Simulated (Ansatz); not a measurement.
LiPb, space group Pm-3m, a check of PAW against all-electron LAPW

Program: Ansatz 0.2.0, Python API.

`POSCAR`
```text
LiPb
1.0
   3.52200000    0.00000000    0.00000000
   0.00000000    3.52200000    0.00000000
   0.00000000    0.00000000    3.52200000
Li Pb
1 1
Direct
   0.50000000    0.50000000    0.50000000
   0.00000000    0.00000000    0.00000000
```

Interactive session:
```pycon
>>> import ansatz as az
>>> from ase.io import read
>>> import numpy as np
>>> def count_gap(report):
...     # lowest empty less highest filled band, counting bands; zero where they overlap
...     return max(report.get("gap_by_band_count_ev") or 0.0, 0.0)
...
>>> atoms = read("POSCAR", format="vasp")
>>> structure = az.Crystal.from_ase(atoms)
>>> [site.symbol for site in structure.resolved().sites]
['Li', 'Pb']
>>> setup = (
...     structure.calculation()
...     .functional("lda")
...     .kpoints(length=22)  # the mesh must be finer for metals
...     .occupations("Fermi-Dirac", width=0.15)  # fractional filling near the Fermi level
...     .stress()
...     .forces()
...     .band_table()
... )
>>> variants = {
...     "PAW": setup.pseudopotentials("paw"),
...     "LAPW": setup.pseudopotentials("all_electron", lapw=True),
... }
>>> # totals differ by the cores that each treatment holds, so compare what does not depend on them
>>> rows = []
>>> for label, variant in variants.items():
...     summary = variant.run(threads=1).report
...     levels = np.array(summary["eigenvalues_ev"][0]) - summary["fermi_energy_ev"]
...     print(label, "levels at the first k-point near E_F:", np.round(levels[np.abs(levels) < 5], 3))
...     rows.append((label, summary["n_electrons"], np.trace(summary["stress_gpa"]) / 3, count_gap(summary)))
...
DeckWarning: basis.ecutwfc = 420 eV, auto-derived from the records' recommended cutoffs: set by Li (normal level)
PAW levels at the first k-point near E_F: [2.068 2.068 2.068]
LAPW levels at the first k-point near E_F: [2.068 2.068 2.068]
>>> print("     treatment  electrons in bands           P GPa  gap by band count eV")
     treatment  electrons in bands           P GPa  gap by band count eV
>>> for row in rows:
...     print(f"{str(row[0]):>14s}  {row[1]:18.1f}  {row[2]:14.3f}  {row[3]:20.3f}")
...
           PAW                17.0          -2.020                 0.000
          LAPW                39.0          -2.010                 0.000
```

PAW gives -2.020 GPa and LAPW -2.010 GPa, 0.010 GPa apart. They took 0.5 and 3.2 s of processor time.

Notes:
- These settings explore the input space; cutoff and mesh may be short of convergence.
- The computed bands are complete only to about 2.4 eV above the Fermi level.
- The mesh is modest for a metal, so energies can be off by several to tens of meV an atom and pressures by half a GPa or more; differences at equal mesh fare better.
- A Fermi-Dirac width this large means warm electrons, whose thermal share enters the free energy.
- A gap by band count of zero or less means overlapping bands, a metal, and at an odd count of electrons it is no gap at all.
- The starting cell is as deposited in a crystallographic database; the results hold for this polymorph, which needn't be the stable one.
- Levels are Kohn-Sham eigenvalues on this mesh, without spin-orbit coupling.
- Warnings are shown shortened and without file and line.
- Pressure is positive in compression; the treatments may keep other shells as core, so totals and counts of electrons can differ.
- The whole script took 4.7 s on 1 thread of Intel(R) Xeon(R) Platinum 8488C (Sapphire Rapids) (shared host), peak memory 0.49 GiB.

(A comment or docstring line of the script was reworded after the run, the code is as it ran; lines on the test bed's own set-up are left out of the output.)
